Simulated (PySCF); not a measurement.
**Si⁺, Si²⁺: ionisation energy in aug-cc-pVDZ-DK**

Aim: the ionisation energy of silicon from differences of total energies, at each level of theory, and how far each lands from the tabulated value where there is one.

Method: unrestricted determinants in a Gaussian basis, no spin-orbit coupling in the energies. Code: PySCF 2.14.0.

**1. What is computed**

- Element: silicon (Z = 14)
- Basis: aug-cc-pVDZ-DK (5s4p2d, 27 functions)
- Hamiltonian: scalar relativity by spin-free X2C-1e
- State 1: Si⁺: [Ne] 3s2 3p1, 2P determinant
- State 2: Si²⁺: [Ne] 3s2, closed-shell 1S
- Methods: UHF, PBE0, BP86, MP2, CCSD(T)
- Core shells frozen in the correlated runs: valence: [Ne] (for Si⁺)

Outer shells as boxes (Hund's rule):

Si+ [Ne] 3s2 3p1
```
[Ne] core
3s [↑↓]
3p [↑ ][  ][  ]
```

Si2+ [Ne] 3s2
```
[Ne] core
3s [↑↓]
```

The runs were made by one driver on top of PySCF. The scripts below sum up each run's settings (the driver also hands on starting orbitals that pick excited configurations, and frozen orbitals as a list rather than a count), and the logs come from the driver's own runs. The driver starts from symmetry-adapted Hartree-Fock orbitals, holds the occupation by maximum overlap and uses a logarithmic radial grid for functionals, so a plain start would take other cycles.

It was started by

```bash
$ OMP_NUM_THREADS=1 python atomrun2.py TASK.json OUT
```

The integrals over 27 functions and the set-up took 0.09 s of CPU time.

**2. Si⁺**

#### UHF

Contents of input.py:

```python
from pyscf import gto, scf, dft, mp, cc
import basis_set_exchange as bse
mol = gto.M(atom="Si 0 0 0", charge=1, spin=1, symmetry="D2h",
            basis=gto.basis.parse(bse.get_basis("aug-cc-pVDZ-DK", elements=["Si"], fmt="nwchem", header=False)),
            nucmod="G")
mf = scf.UHF(mol).sfx2c1e()
mf.irrep_nelec = {'Ag': (3, 3), 'B1u': (1, 1), 'B2u': (2, 1), 'B3u': (1, 1)}
mf.kernel()
```

The log of the run:

```text
damping factor = 0
level_shift factor = 0
DIIS = <class 'pyscf.scf.diis.CDIIS'>
diis_start_cycle = 1
diis_space = 10
diis_damp = 0
SCF conv_tol = 1e-09
SCF conv_tol_grad = None
number electrons alpha = 7  beta = 6
cycle= 1 E= -289.171457155058  delta_E= -0.0037  |g|= 0.0213  |ddm|= 0.0795
cycle= 2 E= -289.172044155826  delta_E= -0.000587  |g|= 0.00855  |ddm|= 0.0337
cycle= 3 E= -289.172158978036  delta_E= -0.000115  |g|= 0.000361  |ddm|= 0.0265
cycle= 4 E= -289.172159251658  delta_E= -2.74e-07  |g|= 5.49e-05  |ddm|= 0.00496
cycle= 5 E= -289.172159257134  delta_E= -5.48e-09  |g|= 7.46e-06  |ddm|= 0.000819
cycle= 6 E= -289.17215925722  delta_E= -8.6e-11  |g|= 9.4e-07  |ddm|= 0.000103
converged SCF energy = -289.17215925722  <S^2> = 0.76382631  2S+1 = 2.0137788
```

It took 0.11 s on 1 thread of AMD EPYC 7R43, shared host, the integrals not counted.

The occupied shells:

| shell | electrons | mean orbital energy (eV) | spread (eV) | rms radius (bohr) |
| --- | --- | --- | --- | --- |
| 1s α | 1 | -1887.0 | 0 | 0.129 |
| 1s β | 1 | -1886.9 | 0 | 0.129 |
| 2s α | 1 | -178.09 | 0 | 0.612 |
| 2s β | 1 | -177.90 | 0 | 0.612 |
| 2p α | 3 | -125.66 | 0.314 | 0.599 |
| 2p β | 3 | -125.32 | 0.456 | 0.599 |
| 3s α | 1 | -24.150 | 0 | 2.25 |
| 3s β | 1 | -21.746 | 0 | 2.25 |
| 3p α | 1 | -16.155 | 0 | 2.68 |

⟨S²⟩ = 0.764, ⟨L²⟩ = 2.04.

#### PBE0

Changes to input.py:

```diff
@@ -5,3 +5,3 @@
             nucmod="G")
-mf = scf.UHF(mol).sfx2c1e()
+mf = dft.UKS(mol, xc="PBE0").sfx2c1e()
 mf.irrep_nelec = {'Ag': (3, 3), 'B1u': (1, 1), 'B2u': (2, 1), 'B3u': (1, 1)}
```

The log of the run:

```text
damping factor = 0
level_shift factor = 0
DIIS = <class 'pyscf.scf.diis.CDIIS'>
diis_start_cycle = 1
diis_space = 10
diis_damp = 0
SCF conv_tol = 1e-09
SCF conv_tol_grad = None
number electrons alpha = 7  beta = 6
XC functionals = PBE0
    C. Adamo and V. Barone.,  J. Chem. Phys. 110, 6158 (1999)
    M. Ernzerhof and G. E. Scuseria.,  J. Chem. Phys. 110, 5029 (1999)
cycle= 1 E= -289.553555294346  delta_E= -0.00305  |g|= 0.00872  |ddm|= 0.296
cycle= 2 E= -289.553651764134  delta_E= -9.65e-05  |g|= 0.00195  |ddm|= 0.0225
cycle= 3 E= -289.55365734624  delta_E= -5.58e-06  |g|= 0.000248  |ddm|= 0.00705
cycle= 4 E= -289.553657408358  delta_E= -6.21e-08  |g|= 3.47e-05  |ddm|= 0.00118
cycle= 5 E= -289.553657407358  delta_E= 1e-09  |g|= 2.35e-05  |ddm|= 0.000216
converged SCF energy = -289.553657407358  <S^2> = 0.75528031  2S+1 = 2.0052734
```

Time after the integrals: 0.23 s (1 thread of AMD EPYC 7R43, shared host).

#### BP86

Changes to input.py:

```diff
@@ -5,3 +5,3 @@
             nucmod="G")
-mf = dft.UKS(mol, xc="PBE0").sfx2c1e()
+mf = dft.UKS(mol, xc="B88,P86").sfx2c1e()
 mf.irrep_nelec = {'Ag': (3, 3), 'B1u': (1, 1), 'B2u': (2, 1), 'B3u': (1, 1)}
```

The log of the run:

```text
damping factor = 0
level_shift factor = 0
DIIS = <class 'pyscf.scf.diis.CDIIS'>
diis_start_cycle = 1
diis_space = 10
diis_damp = 0
SCF conv_tol = 1e-09
SCF conv_tol_grad = None
number electrons alpha = 7  beta = 6
XC functionals = B88,P86
    A. D. Becke.,  Phys. Rev. A 38, 3098 (1988)
    J. P. Perdew.,  Phys. Rev. B 33, 8822 (1986)
cycle= 1 E= -289.700584010573  delta_E= -0.00371  |g|= 0.01  |ddm|= 0.381
cycle= 2 E= -289.700635420773  delta_E= -5.14e-05  |g|= 0.00143  |ddm|= 0.0231
cycle= 3 E= -289.700636609116  delta_E= -1.19e-06  |g|= 0.000208  |ddm|= 0.00354
cycle= 4 E= -289.700636661076  delta_E= -5.2e-08  |g|= 2.41e-05  |ddm|= 0.0012
cycle= 5 E= -289.700636661506  delta_E= -4.3e-10  |g|= 4.26e-07  |ddm|= 0.000238
converged SCF energy = -289.700636661506  <S^2> = 0.75343205  2S+1 = 2.0034291
```

It took 0.2 s on 1 thread of AMD EPYC 7R43, shared host, the integrals not counted.

#### MP2 (valence)

Changes to input.py:

```diff
@@ -5,4 +5,5 @@
             nucmod="G")
-mf = dft.UKS(mol, xc="B88,P86").sfx2c1e()
+mf = scf.UHF(mol).sfx2c1e()
 mf.irrep_nelec = {'Ag': (3, 3), 'B1u': (1, 1), 'B2u': (2, 1), 'B3u': (1, 1)}
 mf.kernel()
+mp.UMP2(mf, frozen=5).kernel()
```

No log was kept for this step.

It took 0.01 s on 1 thread of AMD EPYC 7R43, shared host, the integrals not counted.

With 3 electrons correlated, the MP2 correlation energy is -0.03505 hartree (-0.00226 same spin, -0.03279 opposite spin); the SCS form gives -0.04011. Largest pairs of shells: 3s-3s -0.0204, 3s-3p -0.0147, 3p-3p 0.0000.

#### CCSD(T) (valence)

Changes to input.py:

```diff
@@ -8,2 +8,3 @@
 mf.kernel()
-mp.UMP2(mf, frozen=5).kernel()
+mycc = cc.CCSD(mf, frozen=5).run()
+mycc.ccsd_t()
```

The log of the run:

```text
CC2 = 0
CCSD nocc = (np.int64(2), np.int64(1)), nmo = (22, 22)
frozen orbitals [[0, 1, 2, 3, 4], [0, 1, 2, 3, 4]]
max_cycle = 100
direct = 0
conv_tol = 1e-08
conv_tol_normt = 1e-06
diis_space = 8
diis_start_cycle = 0
Init t2, MP2 energy = -0.035053932366404
Init E_corr(UCCSD) = -0.035053932367202
cycle = 1  E_corr(UCCSD) = -0.0464733540502189  dE = -0.0114194217  norm(t1,t2) = 0.0573416
cycle = 2  E_corr(UCCSD) = -0.0505338603048468  dE = -0.00406050625  norm(t1,t2) = 0.024692
cycle = 3  E_corr(UCCSD) = -0.0534441965163237  dE = -0.00291033621  norm(t1,t2) = 0.0116015
cycle = 4  E_corr(UCCSD) = -0.0534209507418025  dE = 2.32457745e-05  norm(t1,t2) = 0.00159951
cycle = 5  E_corr(UCCSD) = -0.0534494871944603  dE = -2.85364527e-05  norm(t1,t2) = 0.000198504
cycle = 6  E_corr(UCCSD) = -0.0534400070102375  dE = 9.48018422e-06  norm(t1,t2) = 3.83089e-05
cycle = 7  E_corr(UCCSD) = -0.0534442139912965  dE = -4.20698106e-06  norm(t1,t2) = 1.36888e-05
cycle = 8  E_corr(UCCSD) = -0.0534432097383317  dE = 1.00425296e-06  norm(t1,t2) = 3.75104e-06
cycle = 9  E_corr(UCCSD) = -0.0534432730688875  dE = -6.33305557e-08  norm(t1,t2) = 5.06882e-07
cycle = 10  E_corr(UCCSD) = -0.0534432911951143  dE = -1.81262268e-08  norm(t1,t2) = 9.50624e-08
cycle = 11  E_corr(UCCSD) = -0.0534432898938315  dE = 1.3012828e-09  norm(t1,t2) = 3.58979e-08
UCCSD converged
E(UCCSD) = -289.2256025471143  E_corr = -0.05344328989383151
UCCSD(T) correction = -0.000677595830584004
```

It took 0.29 s on 1 thread of AMD EPYC 7R43, shared host, the integrals not counted.

CCSD correlation -0.05344 hartree, triples -0.00068; total -289.226280. T1 = 0.013, largest double amplitude 0.107.

Radial density 4πr²ρ of Si⁺ at UHF:

| r (bohr) | density | spin density |
| --- | --- | --- |
| 0.00161 | 0.0646 | 0.000 |
| 0.00271 | 0.173 | 0.000 |
| 0.00456 | 0.447 | 0.000 |
| 0.00768 | 1.13 | 0.000 |
| 0.0129 | 2.69 | 0.000 |
| 0.0217 | 5.87 | 0.000 |
| 0.0365 | 10.9 | 0.001 |
| 0.0614 | 15.4 | 0.003 |
| 0.103 | 14.4 | 0.012 |
| 0.174 | 9.84 | 0.041 |
| 0.292 | 12.3 | 0.076 |
| 0.492 | 13.5 | 0.042 |
| 0.827 | 4.91 | 0.013 |
| 1.39 | 1.57 | 0.290 |
| 2.34 | 1.29 | 0.443 |
| 3.94 | 0.199 | 0.103 |
| 6.62 | 0.00307 | 0.003 |
| 11.1 | 1.93e-05 | 0.000 |

**3. Si²⁺**

#### UHF

Contents of input.py:

```python
from pyscf import gto, scf, dft, mp, cc
import basis_set_exchange as bse
mol = gto.M(atom="Si 0 0 0", charge=2, spin=0, symmetry="D2h",
            basis=gto.basis.parse(bse.get_basis("aug-cc-pVDZ-DK", elements=["Si"], fmt="nwchem", header=False)),
            nucmod="G")
mf = scf.UHF(mol).sfx2c1e()
mf.irrep_nelec = {'Ag': (3, 3), 'B1u': (1, 1), 'B2u': (1, 1), 'B3u': (1, 1)}
mf.kernel()
```

The log of the run:

```text
damping factor = 0
level_shift factor = 0
DIIS = <class 'pyscf.scf.diis.CDIIS'>
diis_start_cycle = 1
diis_space = 10
diis_damp = 0
SCF conv_tol = 1e-09
SCF conv_tol_grad = None
number electrons alpha = 6  beta = 6
cycle= 1 E= -288.591214829492  delta_E= -6.82e-13  |g|= 1.2e-07  |ddm|= 5.31e-06
converged SCF energy = -288.591214829492  <S^2> = -8.8817842e-15  2S+1 = 1
```

Time after the integrals: 0.12 s (1 thread of AMD EPYC 7R43, shared host).

The occupied shells:

| shell | electrons | mean orbital energy (eV) | spread (eV) | rms radius (bohr) |
| --- | --- | --- | --- | --- |
| 1s | 2 | -1899.6 | 0 | 0.129 |
| 2s | 2 | -189.99 | 0 | 0.611 |
| 2p | 6 | -137.43 | 0 | 0.598 |
| 3s | 2 | -32.235 | 0 | 2.13 |

⟨S²⟩ = 0.000, ⟨L²⟩ = 0.00.

#### PBE0

Changes to input.py:

```diff
@@ -5,3 +5,3 @@
             nucmod="G")
-mf = scf.UHF(mol).sfx2c1e()
+mf = dft.UKS(mol, xc="PBE0").sfx2c1e()
 mf.irrep_nelec = {'Ag': (3, 3), 'B1u': (1, 1), 'B2u': (1, 1), 'B3u': (1, 1)}
```

The log of the run:

```text
damping factor = 0
level_shift factor = 0
DIIS = <class 'pyscf.scf.diis.CDIIS'>
diis_start_cycle = 1
diis_space = 10
diis_damp = 0
SCF conv_tol = 1e-09
SCF conv_tol_grad = None
number electrons alpha = 6  beta = 6
XC functionals = PBE0
    C. Adamo and V. Barone.,  J. Chem. Phys. 110, 6158 (1999)
    M. Ernzerhof and G. E. Scuseria.,  J. Chem. Phys. 110, 5029 (1999)
cycle= 1 E= -288.949993659932  delta_E= -0.00111  |g|= 0.00456  |ddm|= 0.321
cycle= 2 E= -288.950000388903  delta_E= -6.73e-06  |g|= 0.000655  |ddm|= 0.0316
cycle= 3 E= -288.950000483998  delta_E= -9.51e-08  |g|= 1.19e-05  |ddm|= 0.00129
cycle= 4 E= -288.950000484065  delta_E= -6.63e-11  |g|= 6.28e-08  |ddm|= 9.02e-05
converged SCF energy = -288.950000484065  <S^2> = -8.8817842e-15  2S+1 = 1
```

It took 0.16 s on 1 thread of AMD EPYC 7R43, shared host, the integrals not counted.

#### BP86

Changes to input.py:

```diff
@@ -5,3 +5,3 @@
             nucmod="G")
-mf = dft.UKS(mol, xc="PBE0").sfx2c1e()
+mf = dft.UKS(mol, xc="B88,P86").sfx2c1e()
 mf.irrep_nelec = {'Ag': (3, 3), 'B1u': (1, 1), 'B2u': (1, 1), 'B3u': (1, 1)}
```

The log of the run:

```text
damping factor = 0
level_shift factor = 0
DIIS = <class 'pyscf.scf.diis.CDIIS'>
diis_start_cycle = 1
diis_space = 10
diis_damp = 0
SCF conv_tol = 1e-09
SCF conv_tol_grad = None
number electrons alpha = 6  beta = 6
XC functionals = B88,P86
    A. D. Becke.,  Phys. Rev. A 38, 3098 (1988)
    J. P. Perdew.,  Phys. Rev. B 33, 8822 (1986)
cycle= 1 E= -289.094890217994  delta_E= -0.00209  |g|= 0.00975  |ddm|= 0.447
cycle= 2 E= -289.094911492146  delta_E= -2.13e-05  |g|= 0.00178  |ddm|= 0.0311
cycle= 3 E= -289.094912252777  delta_E= -7.61e-07  |g|= 5.91e-06  |ddm|= 0.00553
cycle= 4 E= -289.094912252788  delta_E= -1.02e-11  |g|= 5.58e-09  |ddm|= 2.77e-05
converged SCF energy = -289.094912252788  <S^2> = -7.1054274e-15  2S+1 = 1
```

Time after the integrals: 0.15 s (1 thread of AMD EPYC 7R43, shared host).

#### MP2 (valence)

Changes to input.py:

```diff
@@ -5,4 +5,5 @@
             nucmod="G")
-mf = dft.UKS(mol, xc="B88,P86").sfx2c1e()
+mf = scf.UHF(mol).sfx2c1e()
 mf.irrep_nelec = {'Ag': (3, 3), 'B1u': (1, 1), 'B2u': (1, 1), 'B3u': (1, 1)}
 mf.kernel()
+mp.UMP2(mf, frozen=5).kernel()
```

No log was kept for this step.

It took 0.01 s on 1 thread of AMD EPYC 7R43, shared host, the integrals not counted.

With 2 electrons correlated, the MP2 correlation energy is -0.02880 hartree (0.00000 same spin, -0.02880 opposite spin); the SCS form gives -0.03455. Largest pairs of shells: 3s-3s -0.0288.

#### CCSD(T) (valence)

Changes to input.py:

```diff
@@ -8,2 +8,3 @@
 mf.kernel()
-mp.UMP2(mf, frozen=5).kernel()
+mycc = cc.CCSD(mf, frozen=5).run()
+mycc.ccsd_t()
```

The log of the run:

```text
CC2 = 0
CCSD nocc = 1, nmo = 22
frozen orbitals [0, 1, 2, 3, 4]
max_cycle = 100
direct = 0
conv_tol = 1e-08
conv_tol_normt = 1e-06
diis_space = 8
diis_start_cycle = 0
Init t2, MP2 energy = -288.620010182973  E_corr(MP2) -0.0287953534808664
Init E_corr(CCSD) = -0.0287953534808819
cycle = 1  E_corr(CCSD) = -0.0377638422439333  dE = -0.00896848876  norm(t1,t2) = 0.0490591
cycle = 2  E_corr(CCSD) = -0.0410162464585776  dE = -0.00325240421  norm(t1,t2) = 0.0210436
cycle = 3  E_corr(CCSD) = -0.0434591965153187  dE = -0.00244295006  norm(t1,t2) = 0.00955989
cycle = 4  E_corr(CCSD) = -0.0434488758144138  dE = 1.03207009e-05  norm(t1,t2) = 0.000339006
cycle = 5  E_corr(CCSD) = -0.043453237487131  dE = -4.36167272e-06  norm(t1,t2) = 3.23431e-05
cycle = 6  E_corr(CCSD) = -0.0434505887128691  dE = 2.64877426e-06  norm(t1,t2) = 7.67029e-06
cycle = 7  E_corr(CCSD) = -0.0434510702559296  dE = -4.81543061e-07  norm(t1,t2) = 1.75332e-06
cycle = 8  E_corr(CCSD) = -0.0434510645511701  dE = 5.70475951e-09  norm(t1,t2) = 6.56437e-08
CCSD converged
E(CCSD) = -288.6346658940434  E_corr = -0.04345106455117012
```

It took 0.07 s on 1 thread of AMD EPYC 7R43, shared host, the integrals not counted.

CCSD correlation -0.04345 hartree, triples 0.00000; total -288.634666. T1 = 0.005, largest double amplitude 0.117. With two correlated electrons the triples vanish and CCSD is exact in this space.

Radial density 4πr²ρ of Si²⁺ at UHF:

| r (bohr) | density |
| --- | --- |
| 0.00161 | 0.0646 |
| 0.00271 | 0.174 |
| 0.00456 | 0.448 |
| 0.00768 | 1.13 |
| 0.0129 | 2.69 |
| 0.0217 | 5.87 |
| 0.0365 | 10.9 |
| 0.0614 | 15.4 |
| 0.103 | 14.4 |
| 0.174 | 9.80 |
| 0.292 | 12.2 |
| 0.492 | 13.5 |
| 0.827 | 4.90 |
| 1.39 | 1.38 |
| 2.34 | 0.841 |
| 3.94 | 0.0603 |
| 6.62 | 0.000101 |

**4. How the shells move**

Highest occupied Hartree-Fock shell of each state: Si⁺ 3p α at -16.155 eV; Si²⁺ 3s at -32.235 eV.

**5. Differences of total energies**

Ionisation energy: Si⁺ [Ne] 3s2 3p1 (2P) → Si²⁺ [Ne] 3s2 (1S).

| method | value (eV) | error (eV) | CPU time, both states (s) |
| --- | --- | --- | --- |
| UHF | 15.808 | -0.514 | 0.23 |
| PBE0 | 16.426 | +0.104 | 0.39 |
| BP86 | 16.483 | +0.160 | 0.35 |
| MP2 (valence) | 15.979 | -0.344 | 0.23 |
| SCS-MP2 (valence) | 15.959 | -0.363 | 0.23 |
| CCSD (valence) | 16.080 | -0.242 |  |
| CCSD(T) (valence) | 16.099 | -0.223 | 0.6 |

Reference: 16.322 eV (measured; NIST levels, between the centres of gravity of the two terms). Errors of the correlated levels include the incompleteness of this basis.

Times are CPU seconds on a shared host without the integrals; correlated rows include their Hartree-Fock run, whose time holds the symmetry-adapted start and any spin-orbit constants, while functionals begin from orbitals already made.

**6. Summary of results**

| quantity | value |
| --- | --- |
| ionisation energy, Si⁺ | UHF 15.808, CCSD(T) (valence) 16.099 eV; reference 16.322 |

Accuracy against cost (mean over 1 difference):

| method | mean absolute miss against the measured value (with the measured fine structure taken into account where it is known) (eV) | CPU time, both states (s) |
| --- | --- | --- |
| UHF | 0.514 | 0.23 |
| PBE0 | 0.104 | 0.39 |
| BP86 | 0.160 | 0.35 |
| MP2 (valence) | 0.344 | 0.23 |
| SCS-MP2 (valence) | 0.363 | 0.23 |
| CCSD (valence) | 0.242 |  |
| CCSD(T) (valence) | 0.223 | 0.6 |

In words: Against experiment PBE0 comes closest (off by 0.10 eV) and UHF is farthest (0.51 eV). Hartree-Fock falls short because the species with more electrons holds more correlation energy, which it lacks. The basis is finite, and no extrapolation was made.
